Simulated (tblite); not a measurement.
# C7H11ClSi2: the cost of one run

Programs: tblite 0.8.0 and PySCF 2.14.0, with density-fitted response routines of our own. Each step states its level of theory. These are calculated values for one molecule in the gas phase, unless marked as measured. Atoms are numbered from 0 throughout.

### Step 1. The molecule as given

21 atoms, charge 0, multiplicity 1; geometry from: force field or distance geometry start.

Bonds of the start (Å): C0–C1 1.23, C1–Si2 1.79, Si2–C3 1.89, C3–Cl4 1.76, C3–C5 1.51, C5–C6 1.51, C6–Si7 1.89, Si7–C8 1.87, C8–C9 1.48, C8–C3 1.53, C9–C5 1.53, C0–H10 1.05, Si2–H11 1.47, Si2–H12 1.49, C5–H13 1.10, C6–H14 1.10, C6–H15 1.10, Si7–H16 1.45, Si7–H17 1.47, C8–H18 1.05, C9–H19 1.11, C9–H20 1.11.

### Step 2. Relaxing the molecule with GFN2-xTB

What the job is given:

```
{"job": {"kind": "relax", "xc": "GFN2-xTB", "basis": "xTB"}, "charge": 0, "multiplicity": 1}
C      4.363400     0.283600     0.241000
C      3.273000    -0.281900     0.231000
Si     1.694000    -1.118800     0.232200
C      0.276000     0.136100     0.289000
Cl     0.661500     1.654500     1.083100
C     -0.538500     0.209800    -0.975600
C     -1.545800     1.325900    -0.805300
Si    -2.076400     0.871800     0.947800
C     -0.920400    -0.599400     0.900600
C     -1.194600    -1.075000    -0.474600
H      5.280600     0.797000     0.232400
H      1.537100    -2.042600    -0.904400
H      1.560000    -1.904800     1.495400
H      0.000700     0.159900    -1.930600
H     -1.097300     2.334200    -0.842600
H     -2.396100     1.197300    -1.490900
H     -1.710700     1.869600     1.932600
H     -3.490900     0.469000     0.995400
H     -0.825000    -1.226000     1.733000
H     -0.600300    -1.960400    -0.787500
H     -2.259200    -1.082900    -0.793100
```

On the command line:

```sh
OMP_NUM_THREADS=1 python probes_run.py task.json out
```

This one command runs all jobs of the session in turn.

**Question.** How long does this first job take on 1 thread of Arm Neoverse V2, shared host, and how much memory does it need?

About 1.5 s, with a peak of 0.18 GiB.
